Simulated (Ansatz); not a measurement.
This script drives Ansatz 0.2.0, Python API.

`ch2brf_cas.py`:
```python
"""Active-space calculation on CH2BrF."""

import ansatz

geometry = (
    ansatz.Crystal.molecule()
    .atom("F", [0.7067, 1.1391, 0.1605])
    .atom("C", [0.1199, -0.0619, 0.0758])
    .atom("Br", [-1.6059, -0.0042, -0.863])
    .atom("H", [0.8734, -0.7009, -0.483])
    .atom("H", [-0.0442, -0.4458, 1.0683])
)

setup = (
    geometry.calculation()
    .basis(gaussian="def2-SVP")
    .correlation(active_electrons=6, active_orbitals=7)
)
for method in [None, "sc_nevpt2"]:
    report = (setup if method is None else setup.correlation(method)).run(threads=1).report
    space = report["configurations"]
    state = space["states"][0]
    print(method or "casscf", f"total {report['free_energy_ev'] / 27.211386246:.6f} Ha, active-space state {state['energy']['hartree']:.6f} Ha, mean field {report['reference_energy_ev'] / 27.211386246:.6f} Ha")
    print("  determinants", state["n_determinants"], " natural occupations", [round(n, 3) for n in space["natural_occupations"]])
```

It is started by `python ch2brf_cas.py`. Estimate its wall time and peak memory on 1 thread of Arm Neoverse V2 (shared host).

It took about 70 s, with a peak of 0.24 GiB, for 2 runs of the engine.

`python ch2brf_cas.py` gives:
```text
casscf total -2710.538185 Ha, active-space state -2710.538185 Ha, mean field -2710.440919 Ha
  determinants 1225  natural occupations [1.984, 1.984, 1.976, 0.024, 0.015, 0.014, 0.001]
RunWarning: the results are in doubt because another end's mean lies 0.633 eV lower, and its corrected mean 0.468 eV higher
sc_nevpt2 total -2710.992696 Ha, active-space state -2710.514924 Ha, mean field -2710.440919 Ha
  determinants 1225  natural occupations [1.978, 1.972, 1.964, 0.037, 0.022, 0.022, 0.004]
```
(Warnings from the package without file and line.)

Total energies depend on the basis set; only differences at equal settings carry meaning. The geometry is a force-field or estimated start, not a minimum of this method, and the basis set is short of its limit. The active space starts as a window about the frontier orbitals and is then optimised, not chosen by chemistry. A lower CASSCF solution was found and passed over, so the printed active-space state isn't the lowest.

(Lines on the test bed's own set-up are left out of the output.)
